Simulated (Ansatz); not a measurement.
**BF4 (charge -1): harmonic frequencies at the relaxed geometry, by script**

At which frequencies does BF4 (charge -1) vibrate? Aim: harmonic frequencies at the relaxed geometry, for BF4 (charge -1), run from a script. SMILES: F[B-](F)(F)F.

Computed with the Python package of Ansatz 0.2.0. Level of theory: r2SCAN/def2-SVP.

## (1) The structure

Bond lengths: F1–B2 1.454 Å, B2–F3 1.454 Å, B2–F4 1.454 Å, B2–F5 1.454 Å. Angles: F1–B2–F3 109.5°, F1–B2–F4 109.5°, F1–B2–F5 109.5°, F3–B2–F4 109.5°, F3–B2–F5 109.5°, F4–B2–F5 109.5°.

No structure file is read: the coordinates are typed or built in the script.

## (2) The code

freq.py reads:

```python
"""Harmonic frequencies of BF4(-) at its relaxed geometry."""

import argparse
import itertools
import logging
import sys

import ansatz
from ase import Atoms
from ase.data import atomic_numbers, covalent_radii
from ase.thermochemistry import IdealGasThermo
import numpy as np

logging.basicConfig(stream=sys.stdout, format="%(levelname)s %(message)s")
logger = logging.getLogger("bf4")
logger.setLevel(logging.INFO)

parser = argparse.ArgumentParser(description="Harmonic frequencies of BF4(-) at its relaxed geometry.")
parser.add_argument("--basis", required=True, help="Gaussian basis set")
parser.add_argument("--functional", default="r2scan", help="exchange-correlation functional")
parser.add_argument("--net-charge", type=int, default=-1, help="electrons removed")
args = parser.parse_args()


def main() -> None:
    geometry = (
        ansatz.Crystal.molecule()
        .atom("F", (0.9024, 0.586, -0.9777))
        .atom("B", (0.0, 0.0, 0.0))
        .atom("F", (-0.867, -0.9642, -0.6575))
        .atom("F", (0.7734, -0.6693, 1.0332))
        .atom("F", (-0.8088, 1.0475, 0.602))
    )

    setup = geometry.calculation()
    setup = setup.basis(gaussian=args.basis)
    setup = setup.functional(args.functional)
    setup = setup.charge(args.net_charge)
    symbols = [site.symbol for site in geometry.cartesian_sites]
    start = np.array([site.position_ang for site in geometry.cartesian_sites], dtype=float)
    report = setup.relax(force_tolerance=0.003, max_steps=100).run(threads=1).report
    end = np.array(report["positions_ang"])

    # pairs closer than 1.2 times the sum of covalent radii, before or after
    radius = [covalent_radii[atomic_numbers[s]] for s in symbols]
    span = lambda where, i, j: np.linalg.norm(where[i] - where[j])
    bonded = [(i, j) for i, j in itertools.combinations(range(len(symbols)), 2) if min(span(start, i, j), span(end, i, j)) < 1.2 * (radius[i] + radius[j])]
    logger.info("pair        before    after (A)")
    for i, j in bonded:
        print(f"{symbols[i]}{i}-{symbols[j]}{j}".ljust(10), f"{span(start, i, j):8.4f} {span(end, i, j):8.4f}")

    # same settings at the minimum
    minimum = ansatz.Crystal.molecule()
    for symbol, place in zip(symbols, end):
        minimum = minimum.atom(symbol, place.tolist())
    vibrating = (
        minimum.calculation()
        .basis(gaussian=args.basis)  # atom-centred Gaussian functions
        .functional(args.functional)
        .charge(args.net_charge)  # electrons removed from the neutral system
        .phonons(temperatures=(298.15, 498.15, 100))
    )
    vib = vibrating.run(threads=1).report["vibrations"]
    sums = vib["harmonic_sums"]
    modes = [m["omega_inv_cm"] for m in sums["modes_at_gamma"] if m["rigid_motion"] == "no"]
    print("frequencies (1/cm):", " ".join(f"{w:.0f}" for w in modes))
    print("imaginary modes:", sum(w < 0 for w in modes), " zero-point energy:", round(sums["zero_point_energy_ev"], 4), "eV")
    # rigid rotor and ideal gas, symmetry number taken as one
    gas = IdealGasThermo(vib_energies=[w / 8065.544 for w in modes if w > 0], geometry="linear" if len(modes) == 3 * len(symbols) - 5 else "nonlinear",
                         atoms=Atoms(symbols, positions=end), symmetrynumber=1, spin=0.0)
    logger.info(f"H(298 K) - E = {gas.get_enthalpy(298.15, verbose=False):.4f} eV")
    logger.info(f"S(298 K, 1 bar) = {96485.33 * gas.get_entropy(298.15, 1e5, verbose=False):.1f} J/(mol K) with symmetry number 1")


if __name__ == "__main__":
    main()
```

## (3) Running it

Launch:

```sh
> python freq.py --basis def2-SVP
```

**Question.** What results will this script give? Wanted: moves of the relaxation of run 1; energy gained in run 1; last largest force component of run 1; highest frequency; imaginary modes; zero-point energy.

The runs gave:

| quantity | value |
| --- | --- |
| runs compared | 2 |
| moves of the relaxation of run 1 | 3 |
| energy gained in run 1 | 0.156 eV |
| last largest force component of run 1 | 0.0016 eV/Å |
| highest frequency | 1129 cm⁻¹ |
| imaginary modes | 0 |
| zero-point energy | 0.397 eV |

What this shows: Run 1: After 3 moves the largest shift is 0.046 Å. All frequencies are real, so the geometry is a minimum. The values are harmonic; measured fundamentals also hold anharmonic shifts, mostly downward for stretches. Caveats:
- The frequencies are harmonic and unscaled, in a modest basis.
- The entropy takes a symmetry number of 1; a symmetric molecule's is lower by R ln(sigma).
- Anions want diffuse functions, which this basis lacks.
